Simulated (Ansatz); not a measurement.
# H5NSi: the cost of one run

Method: PBE0-D4/def2-TZVP structures, single points in def2-TZVPP, no counterpoise correction; program: Ansatz 0.2.0, Gaussian basis.

Levels: SPW92, PBE-D4, BLYP-D4, r2SCAN-D4, B97M-V, PBE0-D4, B3LYP-D4, r2SCAN0-D4, BHLYP-D4, CAM-B3LYP-D4, wB97X-V, wB97M-V, B2PLYP, PBE-QIDH, RPA on PBE, Hartree-Fock, MP2, CCSD, CCSD(T).

Correlated methods freeze the cores. B3LYP uses VWN-RPA correlation. B2PLYP carries no dispersion term here.

114 further runs of the same task are left out: 1 that didn't finish, 113 set aside as unsound or not needed. Runs told in other sessions of the task aren't counted.

### 1 The system as given

The complex: 15 atoms, charge 0, spin multiplicity 1.

Atoms are counted from 1 here; the program's logs count them from 0.

Bond lengths: Si1–H3 1.485 Å, Si1–H4 1.484 Å, Si1–H5 1.491 Å, Si1–N7 1.736 Å, C2–H8 1.091 Å, C2–H10 1.090 Å, C2–H11 1.091 Å, C2–H12 1.091 Å, H6–O9 0.972 Å, N7–H13 1.011 Å, N7–H14 1.010 Å, O9–H15 0.959 Å. Angles: H3–Si1–H4 110.5°, H3–Si1–H5 108.3°, H3–Si1–N7 107.2°, H4–Si1–H5 108.2°, H4–Si1–N7 107.5°, H5–Si1–N7 115.1°, H8–C2–H10 109.5°, H8–C2–H11 110.0°, H8–C2–H12 110.1°, H10–C2–H11 108.9°, H10–C2–H12 108.6°, H11–C2–H12 109.7°, Si1–N7–H13 116.8°, Si1–N7–H14 117.2°, H13–N7–H14 109.3°, H6–O9–H15 105.5°.

Geometry (Å):

```mol
CH11NOSi
  3D, bonds by distance, orders not assigned

 15 12  0  0  0  0  0  0  0  0999 V2000
   -1.2059    1.0808   -1.4328 Si  0  0
    1.2049   -2.0279    0.2668 C   0  0
   -2.1665    2.1705   -1.1270 H   0  0
   -1.7929   -0.2392   -1.0935 H   0  0
   -0.9240    1.1038   -2.8963 H   0  0
   -0.2168    0.9032    1.4956 H   0  0
    0.1784    1.3154   -0.4126 N   0  0
    0.8194   -1.4341    1.0966 H   0  0
   -0.2423    0.5525    2.4023 O   0  0
    1.4136   -3.0408    0.6100 H   0  0
    0.4664   -2.0710   -0.5349 H   0  0
    2.1309   -1.5894   -0.1095 H   0  0
    0.8995    0.6072   -0.4531 H   0  0
    0.6074    2.2301   -0.4189 H   0  0
   -1.1721    0.4387    2.6071 H   0  0
  1  3  8  0
  1  4  8  0
  1  5  8  0
  1  7  8  0
  2  8  8  0
  2 10  8  0
  2 11  8  0
  2 12  8  0
  6  9  8  0
  7 13  8  0
  7 14  8  0
  9 15  8  0
M  END
```

Its parts: SiNH₅ holds atoms 1, 3, 4, 5, 7, 13, 14; CH₄ holds atoms 2, 8, 10, 11, 12; H₂O holds atoms 6, 9, 15. Each part counts its atoms afresh in its own runs.

### 2 Relaxing SiNH₅ alone

File relax-a/in.yaml:

```yaml
crystal:
  periodic: [false, false, false]
  atoms:
    - {symbol: Si, position_ang: [-1.205936, 1.080806, -1.432788]}
    - {symbol: H, position_ang: [-2.166537, 2.170544, -1.127035]}
    - {symbol: H, position_ang: [-1.792891, -0.239249, -1.093513]}
    - {symbol: H, position_ang: [-0.923957, 1.103781, -2.896261]}
    - {symbol: N, position_ang: [0.178449, 1.315400, -0.412564]}
    - {symbol: H, position_ang: [0.899503, 0.607245, -0.453102]}
    - {symbol: H, position_ang: [0.607414, 2.230084, -0.418930]}
basis:
  gaussian: {orbitals: def2-TZVP}
hamiltonian: {xc: pbe0, dispersion: d4}
relax: {f_tol: 0.005, max_steps: 200}
```

Started as:

```bash
ansatz run in.yaml --threads 8 --pin off --events-out ev --progress --plain --max-ram 19148MiB
```

**Question.** How long does this run take on 8 threads of Arm Neoverse V2, shared host?

About 2.3 s.
